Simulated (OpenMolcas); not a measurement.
# Ta⁴⁺: CASSCF terms and fine-structure levels

Aim: the low terms and levels of Ta⁴⁺, with their order and spacing.

The numbers are computed with OpenMolcas 26.06 (state-averaged CASSCF, spin-orbit coupling by RASSI with atomic mean-field integrals), except any that are marked as measured or tabulated.

5 further runs of the same task are left out: 5 set aside as unsound or not needed.

### 1 What is computed

* Species: Ta⁴⁺ (tantalum, Z = 73, 69 electrons)
* Basis: ANO-RCC-VQZP [9s8p6d4f3g2h], 140 functions
* Scalar Hamiltonian: DKH2, point nucleus
* Inactive shells: 1s 2s 2p 3s 3p 3d 4s 4p 4d 4f 5s 5p
* Active space: 1 electron in 10 orbitals (5d 6d)
* Some configurations of this space: 5d
* Orbitals: optimised for each spin and parity, averaged over all roots

Outer shells as boxes (Hund's rule):

5d
```
5d [↑ ][  ][  ][  ][  ]
```

Each step is its own input file, run in one work folder so that later steps find the files of earlier ones. Labels, J, g values, rates, χT and fits are worked out afterwards by a script from the matrices that RASSI stores.

### 2 One- and two-electron integrals

a.inp

```
&GATEWAY
Coord
1

Ta 0.0 0.0 0.0
Basis=ANO-RCC-VQZP
Group=XYZ
NoMove
AngMom=0.0 0.0 0.0
AMFI
&SEWARD
```

Started as:

```sh
$ OMP_NUM_THREADS=1 MOLCAS_MEM=1689 MOLCAS_PROJECT=a pymolcas a.inp > a.log
```

Standard output:

```text
Basis set label: TA.ANO-RCC...9S8P6D4F3G2H.

      Electronic valence basis set:
      ------------------
      Associated Effective Charge  73.000000 au
      Associated Actual Charge     73.000000 au
      Nuclear Model: Point charge

      Shell  nPrim  nBasis  Cartesian Spherical Contaminant
         s      24       9        X
         p      21       8        X
         d      15       6                 X
         f      11       4                 X
         g       4       3                 X
         h       2       2                 X
                  Relativistic Douglas-Kroll-Hess integrals:
                    - DKH order of Hamiltonian: 2
                    - DKH order of Properties : 0
                  Atomic mean-field integrals
```

### 3 Start orbitals from a smaller active space

a.inp

```
&RASSCF
FileOrb=start.orb
Symmetry=1
Spin=2
nActEl=1 0 0
Inactive=15 19
Ras2=5 0
CIRoot=5 5 1
SDav=5
CIMx=300
Iter=120 100
PrWF=0.3
OrbListing=Nothing
MaxOrb=0
Atom
>>> COPY $Project.JobIph JOBPRE
```

Its output is not shown; its orbitals start the next step.

### 4 CASSCF: doublets of even parity, 5 roots

a.inp

```
&RASSCF
FileOrb=start.orb
Symmetry=1
Spin=2
nActEl=1 0 0
Inactive=15 19
Ras2=10 0
CIRoot=5 5 1
SDav=10
CIMx=300
Iter=120 100
PrWF=0.3
OrbListing=Nothing
MaxOrb=0
Atom
>>> COPY $Project.JobIph JOB001
```

Standard output, cut to the lines that bear on the results:

```text
[...]
      Number of active orbitals                 10
[...]
      Spin quantum number                      0.5
[...]
      Active orbitals                           10   0
[...]
      Number of CSFs                            10
      Number of root(s) required                 5
[...]
 ###    WARNING: Problems in orbital optimization.                           ###
 ###                                                                         ###
 ###                                                                         ###
[...]
      Convergence after  4 iterations
[...]
      Natural orbitals and occupation numbers for root  1
      sym 1:   0.000000   0.000000   0.000000   0.000000   1.000000   0.000000   0.000000   0.000000   0.000000   0.000000
      Natural orbitals and occupation numbers for root  2
      sym 1:  -0.000000   1.000000  -0.000000   0.000000   0.000000   0.000000   0.000000   0.000000   0.000000   0.000000
      Natural orbitals and occupation numbers for root  3
      sym 1:   0.000000  -0.000000  -0.000000   1.000000  -0.000000   0.000000   0.000000   0.000000   0.000000   0.000000
::    RASSCF root number  1 Total energy: -15587.02479743
::    RASSCF root number  2 Total energy: -15587.02479743
::    RASSCF root number  3 Total energy: -15587.02479743
::    RASSCF root number  4 Total energy: -15587.02479743
::    RASSCF root number  5 Total energy: -15587.02479743
```

The warning on the orbital optimisation comes with active orbitals that are nearly full or empty in all roots, whose rotations are then almost redundant.

### 5 State interaction with spin-orbit coupling

a.inp

```
&RASSI
NrOfJobIphs=1 5
1 2 3 4 5
IphNames
JOB001
EJob
SpinOrbit
DIPRint=1.0
SOCoupling=1000.0
Subsets=2
MEES
Property=10
'ANGMOM' 1 'ANGMOM' 2 'ANGMOM' 3 'MLTPL  1' 1 'MLTPL  1' 2 'MLTPL  1' 3
'AMFI' 1 'AMFI' 2 'AMFI' 3 'MLTPL  2' 6
SOProperty=3
'ANGMOM' 1 'ANGMOM' 2 'ANGMOM' 3
```

Standard output, cut to the lines that bear on the results:

```text
SPIN-FREE ENERGIES:
  (Shifted by EMIN (a.u.) =     -15587.0247974255)
 SF State       Relative EMIN(au)   Rel lowest level(eV)    D:o, cm**(-1)      L_eff
     1             0.0000000000        0.0000000000              0.0000         2.0
     2             0.0000000000        0.0000000000              0.0000         2.0
     3             0.0000000000        0.0000000000              0.0000         2.0
     4             0.0000000000        0.0000000000              0.0000         2.0
     5             0.0000000000        0.0000000000              0.0000         2.0
     Dipole printing threshold changed to   1.00000000E+00
Eigenvalues of complex Hamiltonian:
   -----------------------------------
  (Shifted by EMIN (a.u.) =     -15587.0247974255)
 SO State       Relative EMIN(au)   Rel lowest level(eV)    D:o, cm**(-1)     J-value
     1            -0.0185266980        0.0000000000              0.0000         1.4
     2            -0.0185266980        0.0000000000              0.0000         1.4
     3            -0.0185266980        0.0000000000              0.0000         0.9
     4            -0.0185266980        0.0000000000              0.0000         0.9
     5             0.0123511320        0.8402285563           6776.9003         2.2
     6             0.0123511320        0.8402285563           6776.9003         2.2
     7             0.0123511320        0.8402285563           6776.9003         2.3
     8             0.0123511320        0.8402285563           6776.9003         1.3
     9             0.0123511320        0.8402285563           6776.9003         2.3
    10             0.0123511320        0.8402285563           6776.9003         1.3
Weights of the five most important spin-orbit-free states for each spin-orbit state.
[...]
```

Time for these steps: 38 s (1 thread, shared host).

The roots that group into whole terms:

```csv
configuration,term,E (cm-1)
5d,2D,0.0
```

Fine-structure levels, from the RASSI matrices grouped by J:

```
Configuration  Term    J  E (cm-1)      g  Leading %
           5d    2D  3/2       0.0  0.800        100
           5d    2D  5/2      6777  1.200        100
```

The strongest lines between these levels (CASSCF energies, vacuum wavelengths; moments from the reference wave functions; branching within the model space):

```csv
upper,lower,type,λ (nm),A (s-1),branching %
5d 2D 5/2,5d 2D 3/2,M1,1476,3.37e+00,100.0
5d 2D 5/2,5d 2D 3/2,E2,1476,1.13e-03,0.0
```

### 6 What came out

| quantity | value |
| --- | --- |
| method | CASSCF |
| lowest level | 5d 2D 3/2, 100 % of that term, g = 0.800 |
| ground level listed by NIST | 2D3/2 |
| first excited level | 5d 2D 5/2 at 6777 cm-1 |
| spin-orbit lowering of the lowest level | 4066 cm-1 |
| strongest of the lines computed, by gA (one parity, so forbidden lines), at CASSCF energies | 5d 2D 5/2 → 5d 2D 3/2, 1476 nm, A = 3.37e+00 s⁻¹ |

**Reading.** The multiplet 2D is regular. Only the configurations of the active space and the roots asked for are present. Not all states of the active space went into the spin-orbit step. The levels of the extra active shells were not computed. Only valence configurations of the active space appear, up to the ionisation limit; * or ° marks odd parity.
